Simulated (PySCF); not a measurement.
# C7H5N: the cost of one run

The runs use PySCF 2.14.0, with density-fitted response routines of our own; the level of theory stands in each step. All values are computed, except where a source is named. Atoms are numbered from 0 throughout.

## 1. The starting structure

13 atoms, charge 0, multiplicity 1; geometry from: GFN2-xTB. The atoms were then displaced at random by about 0.01 Å, so the start is not that level's minimum.

Bonds of the start (Å): C0–N1 1.19, N1–C2 1.38, C2–C3 1.36, C3–C4 1.42, C4–C5 1.40, C5–C6 1.39, C6–C7 1.39, C7–C2 1.38, C3–H8 1.06, C4–H9 1.08, C5–H10 1.08, C6–H11 1.08, C7–H12 1.06.

## 2. Optimising the geometry at PBE0-D3(BJ)/def2-TZVP

What the job is given:

```
{"job": {"xc": "PBE0", "basis": "def2-TZVP", "d3": "d3bj", "grid": 2, "shake": 0.01, "kind": "geom"}, "charge": 0, "multiplicity": 1}
C      3.604460     0.035270    -0.012600
N      2.411140     0.039650    -0.013820
C      1.035630     0.017780    -0.014460
C      0.422000    -1.199950     0.017640
C     -0.995640    -1.225730     0.017350
C     -1.709880    -0.026150     0.005240
C     -1.027470     1.180530    -0.020940
C      0.359850     1.222580    -0.032880
H      0.956170    -2.114180     0.056040
H     -1.518510    -2.165910     0.058170
H     -2.794170    -0.053640     0.021810
H     -1.589120     2.107800    -0.031650
H      0.851370     2.165070    -0.060240
```

The run is started by

```console
$ OMP_NUM_THREADS=2 python probes_run.py task.json out
```

The driver reads the jobs from task.json and runs them one after another.

Q: Estimate the wall time and peak memory of this first job on 2 threads of Intel Xeon 6975P-C, shared host.

About 2.6 min, with a peak of 1.5 GiB.
